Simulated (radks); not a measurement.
# Zr⁴⁺ in [Ar] 3d10 4s2 4p5 4f1: an all-electron calculation

The task here is to estimate one member of a computed series from the others.

The numbers are computed with radks (a radial shooting solver on a logarithmic mesh, Libxc functionals) version 1 (scalar-relativistic Kohn-Sham, r2SCAN, spin-polarised, spherical densities, finite nucleus; open shells are filled with parallel spins first), except any that are marked as measured or tabulated.

## What is computed

- element: zirconium (Z = 40)
- charge: +4
- electrons: 36
- configuration: [Ar] 3d10 4s2 4p5 4f1
- nuclear rms radius: 4.2694 fm

The outer shells:

Zr⁴⁺
```
[Ar] core
3d [↑↓][↑↓][↑↓][↑↓][↑↓]
4s [↑↓]
4p [↑↓][↑↓][↑ ]
4f [↑ ][  ][  ][  ][  ][  ][  ]
```

The first run:

The run's settings:

```text
Z 40
configuration [Ar] 3d10 4s2 4p5 4f1
relativity scalar-relativistic
functional r2scan,r2scan
spin polarised
nucleus finite rms 4.2694 fm
c 137.035999084
```

Steps of the session up to this table: Self-consistent calculation.

One of the session's tables, all rows but one given; the rest of the session is left out.

It belongs to the step «Radial structure». From the orbitals of this run (lengths in bohr):

```
  level      <r>  outermost maximum (interpolated)  90 % within  nodes
  1s up  0.03707                            0.0241       0.0664      0
1s down  0.03707                            0.0241       0.0664      0
  2s up   0.1625                             0.137        0.251      1
2s down   0.1625                             0.137        0.251      1
  2p up   0.1417                             0.109        0.231      0
2p down   0.1417                             0.110        0.231      0
  3s up        ?                                 ?            ?      ?
3s down   0.4569                             0.407        0.676      2
  3p up   0.4609                             0.402        0.697      1
3p down   0.4608                             0.402        0.697      1
  3d up   0.4514                             0.348        0.725      0
3d down   0.4509                             0.348        0.724      0
  4s up    1.175                              1.06         1.70      3
4s down    1.176                              1.06         1.70      3
  4p up    1.288                              1.15         1.88      2
4p down    1.287                              1.15         1.88      2
  4f up    2.954                              2.57         4.51      0
```

**Question.** Estimate the row for 3s up.

As computed: <r>: 0.4570; outermost maximum (interpolated): 0.407; 90 % within: 0.676; nodes: 2. In the column «<r>» it lies between 3s down (0.4569) and 3p down (0.4608).
